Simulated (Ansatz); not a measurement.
I need a geometry optimisation of CH7NOSi2, SMILES N[SiH2][SiH2]C=O. Use Ansatz 0.2.0 through its Python package. Level of theory: Hartree-Fock, cc-pVDZ basis, multiplicity 1.

Contents of `ch7nosi2.xyz`:
```text
12

N     0.04540    1.91120    1.43590
Si   -0.47210    0.93700    0.13200
Si    0.58520   -1.09620    0.04960
C    -0.09430   -2.06820   -1.31460
O    -0.04290   -1.70180   -2.48280
H     0.92920    2.34200    1.24830
H    -0.59120    2.76980    1.44460
H    -1.89010    0.77010    0.28700
H    -0.21740    1.77350   -1.03350
H     2.08880   -0.90240   -0.10740
H     0.44160   -1.81320    1.38480
H    -0.70520   -2.97720   -1.00990
```

`run_opt.py`
```python
import itertools

import ansatz as az
from ase.data import atomic_numbers, covalent_radii
import numpy as np


def main() -> None:
    mol = az.Crystal.molecule_from_extxyz("ch7nosi2.xyz")

    job = (
        mol.calculation()
        .basis(gaussian="cc-pVDZ")
        .functional("HF")
    )
    symbols = [site.symbol for site in mol.cartesian_sites]
    start = np.array([site.position_ang for site in mol.cartesian_sites], dtype=float)
    def progress(event):
        if event["event"] == "relax_step":
            row = event["data"]
            print(f"step {row['step']:3d}  E = {row['lagrangian_ev']:.6f} eV  largest force component {row['allowed_force_max_ev_ang']:.4f} eV/A")


    r = job.relax(force_tolerance=0.01).session().plan().execute(on_event=progress).report
    end = np.array(r["positions_ang"])

    print("reference energy %16.6f eV" % r["reference_energy_ev"])
    print("total energy     %16.6f eV" % r["free_energy_ev"])
    print("occupied orbitals outside the frozen core (up, down):", r["n_occupied"], " frozen:", r["n_frozen"], " virtual:", r["n_virtual"])

    radius = [covalent_radii[atomic_numbers[s]] for s in symbols]
    span = lambda where, i, j: np.linalg.norm(where[i] - where[j])
    bonded = [(i, j) for i, j in itertools.combinations(range(len(symbols)), 2) if min(span(start, i, j), span(end, i, j)) < 1.2 * (radius[i] + radius[j])]
    print("pair        before    after (A)")
    for i, j in bonded:
        print(f"{symbols[i]}{i}-{symbols[j]}{j}".ljust(10), f"{span(start, i, j):8.4f} {span(end, i, j):8.4f}")
    with open("ch7nosi2_opt.xyz", "w") as handle:
        handle.write(f"{len(symbols)}\nrelaxed CH7NOSi2\n")
        handle.writelines(f"{s:2s} {x:11.6f} {y:11.6f} {z:11.6f}\n" for s, (x, y, z) in zip(symbols, end))


if __name__ == "__main__":
    main()
```

```console
$ python run_opt.py
step   1  E = -20383.887819 eV  largest force component 3.9095 eV/A
step   2  E = -20384.178901 eV  largest force component 3.4754 eV/A
step   3  E = -20384.299397 eV  largest force component 5.4401 eV/A
step   4  E = -20384.386956 eV  largest force component 2.2889 eV/A
step   5  E = -20384.591740 eV  largest force component 0.4820 eV/A
step   6  E = -20384.604563 eV  largest force component 0.2313 eV/A
step   7  E = -20384.617990 eV  largest force component 0.0510 eV/A
step   8  E = -20384.618090 eV  largest force component 0.1363 eV/A
step   9  E = -20384.614382 eV  largest force component 0.3203 eV/A
step  10  E = -20384.619086 eV  largest force component 0.0632 eV/A
step  11  E = -20384.618824 eV  largest force component 0.1038 eV/A
step  12  E = -20384.619252 eV  largest force component 0.0843 eV/A
step  13  E = -20384.619847 eV  largest force component 0.0435 eV/A
step  14  E = -20384.620028 eV  largest force component 0.1642 eV/A
step  15  E = -20384.620745 eV  largest force component 0.0866 eV/A
step  16  E = -20384.624373 eV  largest force component 0.0748 eV/A
step  17  E = -20384.625488 eV  largest force component 0.2733 eV/A
step  18  E = -20384.626713 eV  largest force component 0.1339 eV/A
step  19  E = -20384.635330 eV  largest force component 0.0899 eV/A
step  20  E = -20384.632243 eV  largest force component 0.5136 eV/A
step  21  E = -20384.637207 eV  largest force component 0.0889 eV/A
step  22  E = -20384.640433 eV  largest force component 0.3081 eV/A
step  23  E = -20384.638923 eV  largest force component 0.6604 eV/A
step  24  E = -20384.642835 eV  largest force component 0.2136 eV/A
step  25  E = -20384.646218 eV  largest force component 0.1362 eV/A
step  26  E = -20384.649025 eV  largest force component 0.0369 eV/A
step  27  E = -20384.642181 eV  largest force component 0.7287 eV/A
step  28  E = -20384.650647 eV  largest force component 0.0311 eV/A
step  29  E = -20384.649903 eV  largest force component 0.2737 eV/A
step  30  E = -20384.651141 eV  largest force component 0.0067 eV/A
step  31  E = -20384.651187 eV  largest force component 0.0672 eV/A
step  32  E = -20384.644865 eV  largest force component 0.5512 eV/A
step  33  E = -20384.651204 eV  largest force component 0.0628 eV/A
step  34  E = -20384.651219 eV  largest force component 0.1050 eV/A
step  35  E = -20384.651274 eV  largest force component 0.0474 eV/A
step  36  E = -20384.651379 eV  largest force component 0.0317 eV/A
step  37  E = -20384.651394 eV  largest force component 0.0167 eV/A
step  38  E = -20384.651404 eV  largest force component 0.0062 eV/A
reference energy    -20384.651404 eV
total energy        -20384.651404 eV
occupied orbitals outside the frozen core (up, down): [28, 28]  frozen: 0  virtual: [85, 85]
pair        before    after (A)
N0-Si1       1.7079   1.7517
N0-H5        1.0009   1.0043
N0-H6        1.0689   1.0049
Si1-Si2      2.2932   2.3702
Si1-H7       1.4362   1.4846
Si1-H8       1.4570   1.4917
Si2-C3       1.8076   1.9431
Si2-H9       1.5241   1.4926
Si2-H10      1.5223   1.4903
C3-O4        1.2254   1.1931
C3-H11       1.1368   1.1100
```

File `ch7nosi2_opt.xyz` afterwards:
```text
12
relaxed CH7NOSi2
N     0.060191    2.038709    1.377394
Si   -0.490966    1.057929    0.034744
Si    0.547090   -1.068185    0.176584
C    -0.096870   -2.109188   -1.332526
O    -0.919069   -1.661386   -2.072040
H     1.046878    2.208838    1.456155
H    -0.430090    2.900845    1.539253
H    -1.961324    0.906810    0.173828
H    -0.205780    1.628095   -1.313869
H     2.036025   -1.010327    0.089756
H     0.199500   -1.814480    1.418800
H     0.291414   -3.133060   -1.514077
```

Caveats:
- Total energies depend on the basis set; only differences at equal settings carry meaning.
- The end point is the stationary point reached from this start; no frequency run checks that it is a minimum, and the basis set is modest.
- Wall time of the script: 110 s on 1 thread of Intel(R) Xeon(R) 6975P-C (Granite Rapids) (shared host), peak memory 0.32 GiB.

(Lines on the test bed's own set-up are left out of the output.)
